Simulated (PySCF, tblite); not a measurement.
# C₅H₆F₂O: dynamics, then NMR shifts on frames, part 2 of 2

tblite 0.8.0 and PySCF 2.14.0. Atoms count from 0. The steps go on from the part before.

**5. NMR shieldings: 625 fs, PBE0/pcSseg-1**

What the job is given:

```
{"job": {"kind": "nmr", "xc": "PBE0", "basis": "pcSseg-1", "pop": false}, "charge": 0, "multiplicity": 1}
F      1.570800    -2.926100    -0.618300
C      1.747500    -1.792600     0.064600
F      3.109200    -1.577000     0.024300
O      0.998800    -0.813300    -0.598500
C      0.146200    -0.183900     0.329100
C     -1.260500    -0.508900     0.655500
C     -0.800400     0.897100     0.225100
C      0.384600     0.962100     1.210000
H      1.493500    -1.916100     1.099400
H     -1.758000    -1.083800    -0.141900
H     -1.514100    -0.788300     1.674000
H     -1.207300     1.586000    -0.507000
H      1.215800     1.667700     0.939700
H      0.150500     0.824500     2.299500
```

With the program's defaults for keys left out, this is: GIAO PBE0/pcSseg-1 NMR shielding, non-relativistic, gas phase.

The log of the run:

```text
coarse grid: 12408 points
cycle   1  E = -468.2140811550  dE =  1.478e+00  |g| = 8.522e-01  |ddm| = 3.354e+00
cycle   2  E = -468.0954746213  dE =  1.186e-01  |g| = 1.238e+00  |ddm| = 1.117e+00
cycle   3  E = -468.3407554318  dE = -2.453e-01  |g| = 5.497e-02  |ddm| = 6.610e-01
cycle   4  E = -468.3411064300  dE = -3.510e-04  |g| = 3.744e-02  |ddm| = 6.859e-02
cycle   5  E = -468.3414207483  dE = -3.143e-04  |g| = 6.056e-03  |ddm| = 3.274e-02
cycle   6  E = -468.3414259511  dE = -5.203e-06  |g| = 3.027e-03  |ddm| = 5.583e-03
final grid: 122688 points
cycle   7  E = -468.4132017182  dE = -3.028e-05  |g| = 1.392e-02  |ddm| = 2.798e-02
cycle   8  E = -468.4131549142  dE =  4.680e-05  |g| = 2.157e-02  |ddm| = 2.156e-02
cycle   9  E = -468.4132357770  dE = -8.086e-05  |g| = 1.039e-03  |ddm| = 1.366e-02
cycle  10  E = -468.4132359900  dE = -2.130e-07  |g| = 3.438e-04  |ddm| = 1.166e-03
cycle  11  E = -468.4132360089  dE = -1.891e-08  |g| = 1.062e-04  |ddm| = 3.079e-04
cycle  12  E = -468.4132360108  dE = -1.835e-09  |g| = 2.085e-05  |ddm| = 8.005e-05
cycle  13  E = -468.4132360109  dE = -7.924e-11  |g| = 7.540e-06  |ddm| = 2.556e-05
converged SCF energy = -468.4132360109

GIAO shielding tensors (ppm)
atom      isotropic    diamagn.    paramagn.     s11        s22        s33       span
  0 F      266.990     468.792    -201.802    178.144    294.545    328.280    150.136
  1 C       53.444     238.163    -184.719     32.309     59.798     68.224     35.914
  2 F      257.210     468.945    -211.735    152.764    268.682    350.183    197.419
  3 O      205.034     399.321    -194.287    138.621    223.077    253.402    114.781
  4 C      121.760     249.557    -127.797     95.317     95.574    174.390     79.073
  5 C      151.876     255.520    -103.644    137.703    139.416    178.507     40.804
  6 C      174.575     252.652     -78.078    140.083    188.119    195.522     55.440
  7 C      148.058     255.120    -107.061    134.318    138.588    171.268     36.950
  8 H       25.340      27.883      -2.543     22.809     26.138     27.072      4.263
  9 H       29.487      31.188      -1.701     24.891     25.765     37.807     12.916
 10 H       30.744      30.974      -0.230     26.068     27.657     38.506     12.438
 11 H       28.328      31.232      -2.904     23.135     25.992     35.856     12.721
 12 H       28.573      30.012      -1.439     24.395     24.782     36.543     12.148
 13 H       30.093      29.717       0.376     25.162     26.988     38.128     12.966
```

It took 24 s on 1 thread of Intel Xeon Platinum 8259CL at 2.50GHz, shared host; peak memory 0.8 GiB.

Key values: δ C1 133.5, C4 65.2, C7 38.9, C5 35.0, H8 6.38, H11 3.39 ppm.

**6. NMR shieldings: 800 fs, PBE0/pcSseg-1**

What the job is given:

```
{"job": {"kind": "nmr", "xc": "PBE0", "basis": "pcSseg-1", "pop": false}, "charge": 0, "multiplicity": 1}
F      1.780200    -3.091200    -0.600900
C      1.855100    -1.954600     0.147800
F      3.126300    -1.533600     0.017400
O      1.032000    -1.012700    -0.414400
C      0.304300    -0.227200     0.510600
C     -1.115100    -0.226200     1.038100
C     -0.598000     0.975700     0.351100
C      0.668700     1.094900     1.093300
H      1.585800    -2.281900     1.175300
H     -1.834700    -0.912200     0.582800
H     -1.176500    -0.248100     2.094500
H     -0.932800     1.529700    -0.508900
H      1.397600     1.707200     0.526100
H      0.702200     1.301200     2.161300
```

Method: GIAO PBE0/pcSseg-1 NMR shielding, non-relativistic, gas phase.

The log of the run:

```text
coarse grid: 12408 points
cycle   1  E = -468.2108902274  dE =  1.534e+00  |g| = 8.594e-01  |ddm| = 3.366e+00
cycle   2  E = -468.0947204134  dE =  1.162e-01  |g| = 1.234e+00  |ddm| = 1.101e+00
cycle   3  E = -468.3399239903  dE = -2.452e-01  |g| = 5.876e-02  |ddm| = 6.578e-01
cycle   4  E = -468.3403171544  dE = -3.932e-04  |g| = 4.106e-02  |ddm| = 8.245e-02
cycle   5  E = -468.3406810043  dE = -3.638e-04  |g| = 7.451e-03  |ddm| = 3.770e-02
cycle   6  E = -468.3406894270  dE = -8.423e-06  |g| = 3.683e-03  |ddm| = 8.574e-03
cycle   7  E = -468.3406924327  dE = -3.006e-06  |g| = 4.181e-04  |ddm| = 3.193e-03
final grid: 122688 points
cycle   8  E = -468.4119372486  dE = -3.848e-05  |g| = 1.198e-02  |ddm| = 2.877e-02
cycle   9  E = -468.4119080194  dE =  2.923e-05  |g| = 1.758e-02  |ddm| = 1.892e-02
cycle  10  E = -468.4119647422  dE = -5.672e-05  |g| = 1.226e-03  |ddm| = 1.132e-02
cycle  11  E = -468.4119650401  dE = -2.979e-07  |g| = 3.031e-04  |ddm| = 1.221e-03
cycle  12  E = -468.4119650530  dE = -1.288e-08  |g| = 1.238e-04  |ddm| = 2.895e-04
cycle  13  E = -468.4119650554  dE = -2.439e-09  |g| = 2.691e-05  |ddm| = 9.330e-05
cycle  14  E = -468.4119650556  dE = -1.511e-10  |g| = 8.653e-06  |ddm| = 3.195e-05
converged SCF energy = -468.4119650556

GIAO shielding tensors (ppm)
atom      isotropic    diamagn.    paramagn.     s11        s22        s33       span
  0 F      254.739     468.740    -214.001    150.243    272.400    341.574    191.331
  1 C       55.681     237.264    -181.584     37.885     59.385     69.772     31.887
  2 F      260.316     469.402    -209.086    178.373    263.149    339.426    161.053
  3 O      216.975     399.964    -182.989    161.914    236.899    252.113     90.199
  4 C      131.131     247.915    -116.784     87.118    106.135    200.141    113.023
  5 C      147.555     254.315    -106.760    130.806    147.843    164.015     33.209
  6 C      177.034     253.081     -76.047    153.217    186.830    191.056     37.839
  7 C      147.562     255.425    -107.863    131.296    148.620    162.769     31.473
  8 H       24.756      26.308      -1.552     21.959     25.171     27.137      5.179
  9 H       29.059      31.156      -2.097     24.924     25.372     36.879     11.955
 10 H       31.268      31.369      -0.101     26.227     27.964     39.614     13.387
 11 H       29.114      31.829      -2.715     24.017     26.411     36.915     12.897
 12 H       28.969      30.928      -1.959     24.840     24.985     37.082     12.242
 13 H       30.296      30.519      -0.223     25.845     26.736     38.306     12.461
```

Run time: 26 s. Hardware: 1 thread of Intel Xeon Platinum 8259CL at 2.50GHz, shared host; peak memory 0.8 GiB.

In short: δ C1 131.2, C4 55.8, C5 39.4, C7 39.4, H8 6.96, H12 2.75 ppm.

**7. Nuclear shieldings: 1000 fs, PBE0/pcSseg-1**

What the job is given:

```
{"job": {"kind": "nmr", "xc": "PBE0", "basis": "pcSseg-1", "pop": false}, "charge": 0, "multiplicity": 1}
F      1.712200    -3.052200    -0.403900
C      1.898100    -1.892400     0.254000
F      3.239700    -1.650600     0.096200
O      1.169800    -0.877900    -0.285500
C      0.278400    -0.205000     0.642900
C     -1.240700    -0.344300     0.704700
C     -0.563400     0.984000     0.456000
C      0.410400     0.890800     1.638900
H      1.680100    -2.083300     1.304300
H     -1.657300    -0.747800    -0.149300
H     -1.793100    -0.483100     1.582000
H     -0.587900     1.662500    -0.363400
H      1.303800     1.464500     1.618700
H     -0.004800     0.778900     2.599400
```

With the program's defaults for keys left out, this is: GIAO PBE0/pcSseg-1 NMR shielding, non-relativistic, gas phase.

The log of the run:

```text
coarse grid: 12408 points
cycle   1  E = -468.2079445112  dE =  1.516e+00  |g| = 8.543e-01  |ddm| = 3.364e+00
cycle   2  E = -468.0965517435  dE =  1.114e-01  |g| = 1.220e+00  |ddm| = 1.073e+00
cycle   3  E = -468.3348154432  dE = -2.383e-01  |g| = 5.817e-02  |ddm| = 6.362e-01
cycle   4  E = -468.3352425656  dE = -4.271e-04  |g| = 3.777e-02  |ddm| = 7.378e-02
cycle   5  E = -468.3355553655  dE = -3.128e-04  |g| = 6.276e-03  |ddm| = 3.401e-02
cycle   6  E = -468.3355610365  dE = -5.671e-06  |g| = 3.299e-03  |ddm| = 6.807e-03
cycle   7  E = -468.3355634144  dE = -2.378e-06  |g| = 3.821e-04  |ddm| = 2.887e-03
final grid: 122688 points
cycle   8  E = -468.4080981289  dE = -4.625e-05  |g| = 1.256e-02  |ddm| = 2.817e-02
cycle   9  E = -468.4080659820  dE =  3.215e-05  |g| = 1.849e-02  |ddm| = 1.978e-02
cycle  10  E = -468.4081282431  dE = -6.226e-05  |g| = 1.428e-03  |ddm| = 1.185e-02
cycle  11  E = -468.4081286405  dE = -3.975e-07  |g| = 3.244e-04  |ddm| = 1.283e-03
cycle  12  E = -468.4081286544  dE = -1.381e-08  |g| = 1.349e-04  |ddm| = 2.868e-04
cycle  13  E = -468.4081286571  dE = -2.763e-09  |g| = 2.623e-05  |ddm| = 8.941e-05
cycle  14  E = -468.4081286573  dE = -1.364e-10  |g| = 8.536e-06  |ddm| = 3.108e-05
converged SCF energy = -468.4081286573

GIAO shielding tensors (ppm)
atom      isotropic    diamagn.    paramagn.     s11        s22        s33       span
  0 F      262.649     468.787    -206.137    168.198    284.251    335.499    167.302
  1 C       55.908     236.038    -180.130     35.574     61.852     70.298     34.724
  2 F      254.698     468.776    -214.078    149.114    265.090    349.891    200.777
  3 O      211.160     400.664    -189.504    164.356    222.013    247.112     82.756
  4 C      116.377     249.129    -132.752     80.842     89.090    179.200     98.358
  5 C      153.170     254.581    -101.411    134.091    152.455    172.963     38.872
  6 C      182.000     253.003     -71.002    152.700    191.390    201.910     49.210
  7 C      149.959     256.476    -106.517    135.574    147.541    166.763     31.190
  8 H       25.216      26.637      -1.421     22.387     26.094     27.166      4.779
  9 H       31.170      33.948      -2.778     26.482     27.292     39.734     13.252
 10 H       31.578      31.905      -0.328     26.735     28.003     39.994     13.260
 11 H       29.725      32.094      -2.369     24.561     26.386     38.227     13.666
 12 H       29.981      32.038      -2.057     25.637     26.239     38.068     12.431
 13 H       31.530      31.668      -0.138     26.426     28.062     40.102     13.676
```

Wall time 26 s (1 thread of Intel Xeon Platinum 8259CL at 2.50GHz, shared host); peak memory 0.85 GiB.

In short: δ C1 131.0, C4 70.5, C7 37.0, C5 33.8, H8 6.50, H11 1.99 ppm.

**8. Comparing the runs: NMR shifts**

Shifts (ppm) of some atoms, chosen among heavy atoms and hydrogens apart, with basis size and wall time:

```
  frame    C4    C7    H9   H13     F2     F0     O3  functions  time
 250 fs  59.7  30.9  2.80  0.92  -78.7  -96.1  107.6        166  24 s
 425 fs  60.7  34.6  2.47  1.58  -79.4  -95.8  101.8        166  26 s
 625 fs  65.2  38.9  2.23  1.62  -86.3  -96.0  131.0        166  24 s
 800 fs  55.8  39.4  2.66  1.42  -89.4  -83.8  119.1        166  26 s
1000 fs  70.5  37.0  0.55  0.19  -83.8  -91.7  124.9        166  26 s
```

**9. What came out**

What follows sums up all 2 parts.

| quantity | value |
| --- | --- |
| thermostat | 200 K |
| mean temperature, second half | 191 K |
| mean potential energy above the minimum | 0.33 eV |
| 13C shifts against TMS (PBE0/pcSseg-1, 250 fs) | 128.9, 59.7, 32.7, 30.9, 10.3 ppm |
| 1H shifts against TMS (PBE0/pcSseg-1, 250 fs) | 6.22, 2.85, 2.80, 1.85, 0.92, 0.40 ppm |
| 19F shifts against CFCl3 (PBE0/pcSseg-1, 250 fs) | -78.7, -96.1 ppm |
| 17O shifts against H2O (PBE0/pcSseg-1, 250 fs) | 107.6 ppm |
| range of the shift of O3 | 101.8 to 131.0 ppm |

In words: In the second half the potential energy averages 0.33 eV above the minimum; equipartition over 36 harmonic modes at 200 K would give 0.31 eV. With 14 atoms the temperature swings widely (104 to 252 K). Shifts at one fixed geometry are not the observed spectrum, which averages over the motion. In the first frame run (250 fs): The widest tensor belongs to F2: span 204 ppm, with a paramagnetic part of -224 ppm. Across the 5 runs the shift of O3 moves most, between 101.8 (425 fs) and 131.0 ppm (625 fs).
